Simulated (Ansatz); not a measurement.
# C3H8O2Si: the cost of one run

Program: Ansatz 0.2.0. Level of theory: RKS PBE-D4/def2-SVP. These are calculated values, not measurements.

1 further run of the same task is left out (it didn't finish).

## 1. The structure to begin with

Bond lengths: C1–C2 1.364 Å, C2–O3 1.386 Å, O3–Si4 1.693 Å, Si4–C5 1.860 Å, Si4–O6 1.715 Å, C1–H7 1.095 Å, C1–H8 1.021 Å, C2–H9 1.130 Å, Si4–H10 1.427 Å, C5–H11 1.117 Å, C5–H12 1.080 Å, C5–H13 1.140 Å, O6–H14 0.991 Å. Angles (14 of 20 angles, heavy atoms first): C1–C2–O3 122.6°, C2–O3–Si4 118.9°, O3–Si4–C5 109.9°, O3–Si4–O6 105.1°, C5–Si4–O6 109.5°, C1–C2–H9 120.9°, O3–C2–H9 116.5°, C2–C1–H7 116.5°, C2–C1–H8 121.7°, O3–Si4–H10 112.5°, C5–Si4–H10 112.5°, O6–Si4–H10 107.0°, Si4–C5–H11 108.6°, Si4–C5–H12 109.2°.

As a file:

```xyz
14

C     0.1985   -2.9822   -0.1978
C     0.2714   -1.7293    0.3363
O    -0.0110   -0.5871   -0.3966
Si    0.2538    0.9268    0.3143
C    -0.0481    2.2729   -0.9328
O    -0.9080    1.0396    1.5705
H    -0.1289   -3.0508   -1.2401
H     0.3921   -3.8157    0.3600
H     0.5850   -1.5733    1.4106
H     1.5394    1.0258    0.9246
H     0.0570    3.2607   -0.4222
H     0.7035    2.2151   -1.7062
H    -1.0963    2.2676   -1.3797
H    -1.8212    0.7006    1.3879
```

## 2. End point A

input.yaml

```yaml
crystal:
  periodic: [false, false, false]
  atoms:
    - { symbol: C, position_ang: [0.1985, -2.9822, -0.1978] }
    - { symbol: C, position_ang: [0.2714, -1.7293, 0.3363] }
    - { symbol: O, position_ang: [-0.011, -0.5871, -0.3966] }
    - { symbol: Si, position_ang: [0.2538, 0.9268, 0.3143] }
    - { symbol: C, position_ang: [-0.0481, 2.2729, -0.9328] }
    - { symbol: O, position_ang: [-0.908, 1.0396, 1.5705] }
    - { symbol: H, position_ang: [-0.1289, -3.0508, -1.2401] }
    - { symbol: H, position_ang: [0.3921, -3.8157, 0.36] }
    - { symbol: H, position_ang: [0.585, -1.5733, 1.4106] }
    - { symbol: H, position_ang: [1.5394, 1.0258, 0.9246] }
    - { symbol: H, position_ang: [0.057, 3.2607, -0.4222] }
    - { symbol: H, position_ang: [0.7035, 2.2151, -1.7062] }
    - { symbol: H, position_ang: [-1.0963, 2.2676, -1.3797] }
    - { symbol: H, position_ang: [-1.8212, 0.7006, 1.3879] }
basis:
  gaussian: { orbitals: def2-SVP }
hamiltonian:
  xc: pbe
  dispersion: d4
relax:
  f_tol: 0.015
  max_steps: 40
output:
  orbitals: {}
```

Run with:

```sh
$ ansatz run input.yaml --threads 2 --pin off --max-ram 3072MiB --backend cpu --events-out ev --progress --plain --runs-dir out
```

What time and memory should one allow on 2 threads of AMD EPYC 7R43 (Zen 3), shared host?

About 23 s, with a peak of 0.19 GiB.
